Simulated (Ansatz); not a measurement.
Task: a relaxed scan of one distance of BrGeHO, SMILES [OH][Ge][Br], with Ansatz's Python interface. Give the script and its output. Level of theory (for the species named): Hartree-Fock, def2-SVP basis, multiplicity 1.

```xyz
4

O    -0.8753    0.2995   -0.7475
Ge   -0.5032   -0.4243    0.7998
Br    1.6976   -1.0870    0.7437
H    -0.2635    1.1515   -0.8162
```

`run_relaxed_scan.py`
```python
import ansatz
from ase import Atoms
import numpy as np

atoms = Atoms(["O", "Ge", "Br", "H"], positions=[
    (-0.8753, 0.2995, -0.7475),
    (-0.5032, -0.4243, 0.7998),
    (1.6976, -1.087, 0.7437),
    (-0.2635, 1.1515, -0.8162),
])
geometry = ansatz.Crystal.molecule_from_ase(atoms)

setup = geometry.calculation()
setup = setup.basis(gaussian="def2-SVP").functional("hf")
setup = setup.scf(lower_state_search="light")
symbols = [site.symbol for site in geometry.cartesian_sites]
pairs = [(0, 1), (0, 3), (1, 2)]
print("held (A)   E (eV)        ", "  ".join(f"{symbols[i]}{i}-{symbols[j]}{j}" for i, j in pairs))
for length in [2.12, 2.3, 2.48, 2.76, 3.1]:
    rep = setup.relax(constraints=[ansatz.DistanceConstraint((1, 2), at=length)], force_tolerance=0.02, max_steps=60).run(threads=1).report
    xyz = np.array(rep["positions_ang"])
    print(f"{length:6.2f} {rep['free_energy_ev']:14.5f}  ", "  ".join(f"{np.linalg.norm(xyz[i] - xyz[j]):.3f}" for i, j in pairs))
```

`python run_relaxed_scan.py` gives:
```text
held (A)   E (eV)         O0-Ge1  O0-H3  Ge1-Br2
DeckWarning: relax.constraints: the input's atoms, or those drawn, lie off the distances that are held; a relaxation that starts there is brought onto them ahead of its first SCF, by positions alone, an atom by 8.95e-2 Å at the most. With the symmetry [...]
  2.12  -128509.52448   1.765  0.947  2.120
  2.30  -128510.04819   1.754  0.947  2.300
  2.48  -128510.06942   1.744  0.948  2.480
  2.76  -128509.66881   1.730  0.950  2.760
  3.10  -128508.97025   1.717  0.952  3.100
```
(Warnings from the package without file and line, shortened, repeats left out.)

What to keep in mind:
- These settings explore the input space; basis and method may be short of convergence.
- The energies are electronic: no zero-point or thermal terms, and the basis set is short of its limit.
- The whole script took 92 s on 1 thread of Arm Neoverse V1, with other jobs on the host, peak memory 0.25 GiB.
